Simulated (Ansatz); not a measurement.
# Bi2Te2O: from a guess to a relaxed structure

Aim: relax a trial structure of Bi2Te2O and see where it ends.

Program: Ansatz 0.2.0. Level of theory: DFT PBE, scalar-relativistic, plane waves, PAW. These are calculated values, not measurements.

**1. The structure to begin with**

The structure is hexagonal, space group P6/mmm (No. 191). Conventional cell: a = 5.523 Å, b = 5.523 Å, c = 8.160 Å, α = 90.00°, β = 90.00°, γ = 120.00°. Around Bi (site symmetry 6mm) lie 1 O at 1.17 Å. Te (site symmetry 6mm) has 1 Te at 1.88 Å and 1 Bi at 1.96 Å as nearest neighbours. O (site symmetry 6/mmm) is surrounded by 2 Bi at 1.17 Å.

Coordinates:

```
CELL_PARAMETERS angstrom
5.52258 0.00000 0.00000
-2.76129 4.78270 0.00000
0.00000 0.00000 8.15955
ATOMIC_POSITIONS crystal
Bi 0.00000 0.00000 0.64373
Bi 0.00000 0.00000 0.35627
Te 0.00000 0.00000 0.88450
Te 0.00000 0.00000 0.11550
O 0.00000 0.00000 0.50000
```

Recipe of the guess: random cell by space group and Wyckoff sites (P6/mmm, No. 191). Lengths come from tabulated atomic sizes and are only a guess.

**2. Probe: one point on a coarse mesh**

input.yaml reads:

```yaml
crystal:
  lattice:
    - [5.52258351, 0.0, 0.0]
    - [-2.76129176, 4.78269762, 0.0]
    - [0.0, 0.0, 8.15954772]
  atoms:
    - { symbol: Bi, position: [0.0, 0.0, 0.64373416] }
    - { symbol: Bi, position: [0.0, 0.0, 0.35626584] }
    - { symbol: Te, position: [0.0, 0.0, 0.8845035] }
    - { symbol: Te, position: [0.0, 0.0, 0.1154965] }
    - { symbol: O, position: [0.0, 0.0, 0.5] }
basis:
  ecutwfc: 420
kpoints:
  mp_grid: { grid: [6, 6, 2] }
hamiltonian:
  xc: pbe
scf:
  occupations: { method: gaussian, width: 0.1 }
  lower_state_search: "off"
output:
  forces: true
  stress: true
  eigenvalues: true
```

Launch:

```console
$ ansatz run input.yaml --threads 1 --pin off --max-ram 2560MiB --backend cpu --events-out ev --progress --plain --runs-dir out
```

The session goes on with these runs: a loose first relaxation; relaxation on the finer mesh.

What does the calculation give? Wanted: conventional cell; volume; energy over the elements; gap on the mesh.

As calculated:

| quantity | value |
| --- | --- |
| symmetry at the end (tolerance 0.05 Å) | space group P6/mmm (No. 191) |
| conventional cell | a = 3.462 Å, b = 3.462 Å, c = 13.925 Å, α = 90.00°, β = 90.00°, γ = 120.00° |
| volume | 28.91 Å³/atom |
| energy over the elements (uncorrected; H, N, O, F and Cl as molecules) | -0.07 eV/atom |
| gap on the mesh | none (metal) |

What this shows: The space group P6/mmm (No. 191) is kept, and the volume per atom shrinks by 32.9 % from the first guess. It lies below the elements, which doesn't yet make it stable: competing phases were not computed in this session. No finished test with a distortion of lower symmetry is shown, so the end may be a saddle point. Spin-orbit coupling is left out for Bi, Te. Where forces pass 15 eV/Å atoms stand far too close, the PAW spheres overlap strongly and those numbers are rough.
